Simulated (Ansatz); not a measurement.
**C₂H₆ClFHfOSe: ionisation energy by level of theory**

Aim: the vertical ionisation energy of C₂H₆ClFHfOSe, as cation minus neutral at the neutral's geometry, on several levels, and how well −ε(HOMO) stands in for it.

Method: unrestricted cation, the program's frozen cores in correlated methods; program: Ansatz 0.2.0, Gaussian basis.

Plan: UKS PBE-D4/def2-TZVPP; UKS r2SCAN-D4/def2-TZVPP; UKS PBE0-D4/def2-TZVPP; UKS B3LYP-D4/def2-TZVPP; UKS wB97X-V/def2-TZVPP; UKS wB97M-V/def2-TZVPP; UKS B2PLYP/def2-TZVPP; UHF-CCSD(T)/def2-TZVPP; UHF-MP2/def2-QZVPP; extrapolation to the limit; then −ε(HOMO) from the neutral's earlier runs with LDA (SPW92), PBE-D4, revPBE-D4, BLYP-D4, r2SCAN-D4, B97M-V, PBE0-D4, B3LYP-D4, r2SCANh-D4, r2SCAN0-D4, HSE06-D4, BHLYP-D4, CAM-B3LYP-D4, LC-ωPBE, ωB97X-V, ωB97M-V.

**1. The relaxed structure**

All runs share one geometry, relaxed beforehand with PBE0-D4/def2-TZVP. Hf takes the def2 core potential; no spin-orbit term is included.

SMILES `C[O][Hf]([F])([Cl])[Se]C`, 13 atoms, charge 0, spin multiplicity 1.

Atoms are counted from 1 here; the program's logs count them from 0.

Bond lengths: C1–O2 1.393 Å, C1–H8 1.094 Å, C1–H9 1.093 Å, C1–H10 1.094 Å, O2–Hf3 1.885 Å, Hf3–F4 1.905 Å, Hf3–Cl5 2.352 Å, Hf3–Se6 2.568 Å, Se6–C7 1.975 Å, C7–H11 1.089 Å, C7–H12 1.088 Å, C7–H13 1.088 Å. Angles: O2–C1–H8 110.2°, O2–C1–H9 110.1°, O2–C1–H10 110.1°, H8–C1–H9 108.8°, H8–C1–H10 108.9°, H9–C1–H10 108.7°, C1–O2–Hf3 176.6°, O2–Hf3–F4 107.1°, O2–Hf3–Cl5 111.7°, O2–Hf3–Se6 107.9°, F4–Hf3–Cl5 113.6°, F4–Hf3–Se6 107.3°, Cl5–Hf3–Se6 109.0°, Hf3–Se6–C7 94.0°, Se6–C7–H11 111.2°, Se6–C7–H12 106.2°, Se6–C7–H13 110.0°, H11–C7–H12 109.0° and more.

**2. Cation, UKS PBE-D4/def2-TZVPP**

in.yaml

```yaml
crystal:
  periodic: [false, false, false]
  atoms:
    - {symbol: C, position_ang: [1.586907, -0.362164, 1.807025]}
    - {symbol: O, position_ang: [1.239248, 0.182329, 0.572598]}
    - {symbol: Hf, position_ang: [0.679211, 0.965624, -1.048377]}
    - {symbol: F, position_ang: [0.981737, -0.316743, -2.424226]}
    - {symbol: Cl, position_ang: [1.746079, 3.026137, -1.430801]}
    - {symbol: Se, position_ang: [-1.855564, 1.350010, -0.905778]}
    - {symbol: C, position_ang: [-2.280112, -0.573183, -0.764706]}
    - {symbol: H, position_ang: [1.811416, -1.427048, 1.699825]}
    - {symbol: H, position_ang: [2.469354, 0.145082, 2.206384]}
    - {symbol: H, position_ang: [0.762944, -0.243216, 2.516335]}
    - {symbol: H, position_ang: [-1.738886, -1.150767, -1.512098]}
    - {symbol: H, position_ang: [-3.347965, -0.663709, -0.952944]}
    - {symbol: H, position_ang: [-2.054368, -0.932362, 0.236754]}
basis:
  gaussian: {orbitals: def2-TZVPP}
total_charge: 1
magnetization: {spin_polarized: true, initial_magnetization: 1}
hamiltonian: {xc: pbe, dispersion: d4}
```

Run with:

```sh
$ ansatz run in.yaml --threads 2 --pin off --events-out ev --progress --plain --max-ram 22528MiB --backend cuda --devices 0, --max-vram 18GiB
```

After this run come: Cation, UKS r2SCAN-D4/def2-TZVPP; Cation, UKS PBE0-D4/def2-TZVPP; Cation, UKS B3LYP-D4/def2-TZVPP; Cation, UKS wB97X-V/def2-TZVPP; Cation, UKS wB97M-V/def2-TZVPP; Cation, UKS B2PLYP (frozen core)/def2-TZVPP; Cation, UHF-CCSD(T)/def2-TZVPP; Cation, UHF-MP2/def2-QZVPP.

**Question.** What will the summary of the whole plan be? Wanted: ionisation energy, CCSD(T)/CBS; nearest functional by difference; nearest −ε(HOMO); −ε(HOMO) of PBE; T1 of the cation.

**Answer**, as computed:

| quantity | value |
| --- | --- |
| ionisation energy, CCSD(T)/CBS | 8.95 eV |
| nearest functional by difference | ωB97X-V (-0.17 eV) |
| nearest −ε(HOMO) | ωB97M-V (-0.06 eV) |
| −ε(HOMO) of PBE | 5.66 eV |
| T1 of the cation | 0.016 |

In words: Energy differences with functionals land within 0.40 eV of the reference. The PBE orbital energy is 3.3 eV too small: a semilocal HOMO is no ionisation energy. Among orbital estimates ωB97M-V comes nearest. Hartree-Fock falls 1.12 eV short, as the neutral has more correlation energy than the cation. The cation may have settled in a state other than its lowest; no search over hole states beyond the program's own was made. Correlated methods include outer-core shells of Hf, Se, which these sets cover unevenly. With outer-core shells in play the reference is unsure by up to some tenths of an eV, so close misses can't be ranked.
